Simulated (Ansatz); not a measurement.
**GaH₂+ (triplet): wave-function methods side by side at scale of all distances = 1.000, aug-cc-pVTZ**

The task here is to estimate one member of a computed series from the others.

Computed with Ansatz 0.2.0, Gaussian basis. Level: aug-cc-pVTZ, core rule «outside noble gas», up to 14 orbitals frozen.

The runs, in order: UHF; CCSD(T) on ROHF; CCSD(T) on UHF; BCCD(T) on ROHF; CCSDT(Q) on ROHF; CCSDT(Q) on UHF; CASSCF and NEVPT2, 4 electrons in 6 orbitals; Full CI.

8 further runs of the same task are left out: 6 that didn't finish, 2 set aside as unsound or not needed.

## What is computed

The geometry derives from a PBE0/def2-TZVP stationary point (not a proven minimum). All distances are scaled together. No spin-orbit coupling is included. The filled d shell of Ga may be among the frozen orbitals whatever the setting's name suggests; the logs give the count.

3 atoms, charge 1, spin multiplicity 3.

Atoms are counted from 1 here; the program's logs count them from 0.

Bond lengths: Ga1–H2 1.768 Å, Ga1–H3 1.768 Å. Angles: H2–Ga1–H3 71.9°.

Set-up of the first run:

Contents of in.yaml:

```yaml
crystal:
  periodic: [false, false, false]
  atoms:
    - {symbol: Ga, position_ang: [0.000000, 0.000000, -0.040218]}
    - {symbol: H, position_ang: [0.000000, 1.038252, 1.391008]}
    - {symbol: H, position_ang: [0.000000, -1.038252, 1.391008]}
basis:
  gaussian: {orbitals: aug-cc-pVTZ}
total_charge: 1
magnetization: {spin_polarized: true, initial_magnetization: 2}
hamiltonian: {xc: hf}
output: {orbitals: {seedname: orbitals}}
```

Run with:

```console
$ ansatz run in.yaml --threads 1 --pin off --events-out ev --progress --plain --max-ram 2393MiB
```

Among the steps run: UHF; CCSD(T) on ROHF; CCSD(T) on UHF; BCCD(T) on ROHF; CCSDT(Q) on ROHF; CCSDT(Q) on UHF; CASSCF and NEVPT2, 4 electrons in 6 orbitals; Full CI.

One table of the session follows, with a row left open; its other results are not shown here.

| method | from FCI (kcal/mol) |
| --- | --- |
| ROHF | +44.24 |
| UHF | +35.30 |
| RMP2 | +10.12 |
| UMP2 | +10.82 |
| RCCSD | +1.11 |
| UCCSD | ? |
| RCCSD(T) | +0.26 |
| UCCSD(T) | -0.07 |
| BCCD(T) | +0.27 |
| RCCSDT | +0.01 |
| UCCSDT | -0.32 |
| RCCSDT(Q) | 0.00 |
| UCCSDT(Q) | -0.33 |
| CASSCF valence | +17.18 |
| NEVPT2 valence | +4.58 |
| FCI | 0 |

**Question.** Estimate the row for UCCSD.

The run gave: from FCI (kcal/mol): +0.62. In the column «from FCI (kcal/mol)» it lies between BCCD(T) (+0.27) and RCCSD (+1.11).

Limits of these values: UCCSD(T), UCCSDT, UCCSDT(Q) fall below full CI: unrestricted runs freeze a spin-polarised core, another one than full CI's, and coupled cluster isn't variational. Levels on UHF freeze UHF's core orbitals, full CI those of ROHF, so the U rows can settle a little off it for that reason alone. Restricted and unrestricted rows rest on different reference determinants; where their highest levels disagree by more than a few hundredths of an eV, they describe different states and don't form one ladder.
